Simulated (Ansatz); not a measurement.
**MgAu: relaxation and properties**

An exercise on one series of results from a longer session: the logs are not shown, and one member is left open.

Computed with Ansatz 0.2.0 (DFT r2SCAN, scalar-relativistic, plane waves, PAW, unless a step's input says otherwise).

### Starting point

The structure is cubic, space group Pm-3m (No. 221). The conventional cell has a = 3.259 Å, b = 3.259 Å, c = 3.259 Å, α = 90.00°, β = 90.00°, γ = 90.00°. Mg (site symmetry m-3m) has 8 Au at 2.82 Å as nearest neighbours. Au (site symmetry m-3m) has 8 Mg at 2.82 Å as nearest neighbours.

Coordinates:

```cif
data_structure
_symmetry_space_group_name_H-M 'P 1'
_symmetry_Int_Tables_number 1
_cell_length_a 3.2590
_cell_length_b 3.2590
_cell_length_c 3.2590
_cell_angle_alpha 90.000
_cell_angle_beta 90.000
_cell_angle_gamma 90.000
_cell_volume 34.61
loop_
_atom_site_label
_atom_site_type_symbol
_atom_site_fract_x
_atom_site_fract_y
_atom_site_fract_z
_atom_site_occupancy
Mg1 Mg 0.50000 0.50000 0.50000 1
Au1 Au 0.00000 0.00000 0.00000 1
```

The structure comes from the Crystallography Open Database.

Set-up of the first run:

(A quick probe on a coarse mesh, which set the mesh and smearing, is not shown.)

The input, input.yaml:

```yaml
crystal:
  lattice:
    - [3.259, 0.0, 0.0]
    - [0.0, 3.259, 0.0]
    - [0.0, 0.0, 3.259]
  atoms:
    - { symbol: Mg, position: [0.5, 0.5, 0.5] }
    - { symbol: Au, position: [0.0, 0.0, 0.0] }
basis:
  ecutwfc: 500
kpoints:
  mp_grid: { grid: [14, 14, 14] }
hamiltonian:
  xc: r2scan
scf:
  occupations: { method: gaussian, width: 0.1 }
output:
  forces: true
  stress: true
  eigenvalues: true
  write_density: true
  write_potential: true
  elf: true
  volumetric_format: npy
relax:
  adjacent_minimum: "off"
  f_tol: 0.005
  max_steps: 80
  cell: { stress_tol: 0.05 }
```

Started as:

```sh
$ ansatz run input.yaml --threads 1 --pin off --max-ram 2560MiB --backend cpu --events-out ev --progress --plain --runs-dir out
```

Steps of the session up to this table: Full relaxation; Electronic structure at the relaxed geometry; The cell scaled to 0.97 of its volume; Point at V/V0 = 1.03; The cell scaled to 0.94 of its volume; The cell scaled to 1.06 of its volume.

One of the session's tables, all rows but one given; the rest of the session is left out.

It belongs to the step «Equation of state». 

| volume (Å³/atom) | energy above the lowest point (meV/atom) | pressure (GPa) |
| --- | --- | --- |
| 16.457 | 20.3 | 6.61 |
| 16.982 | ? | ? |
| 17.508 | 0.0 | -0.02 |
| 18.033 | 4.3 | -2.56 |
| 18.558 | 16.3 | -4.68 |

Estimate the missing values for volume (Å³/atom) = 16.982.

Worked estimate for «energy above the lowest point (meV/atom)». A straight line through the neighbours (16.457, 20.3) and (17.508, 0.0) gives 20.3 + (0.0 − 20.3) × (16.982 − 16.457) / (17.508 − 16.457) = 10.2; a parabola fitted to 3 rows on both sides gives 5.3.

The run gave: energy above the lowest point (meV/atom): 4.8; pressure (GPa): 3.01. In «energy above the lowest point (meV/atom)» the line misses by +5.4 and the parabola by +0.5.
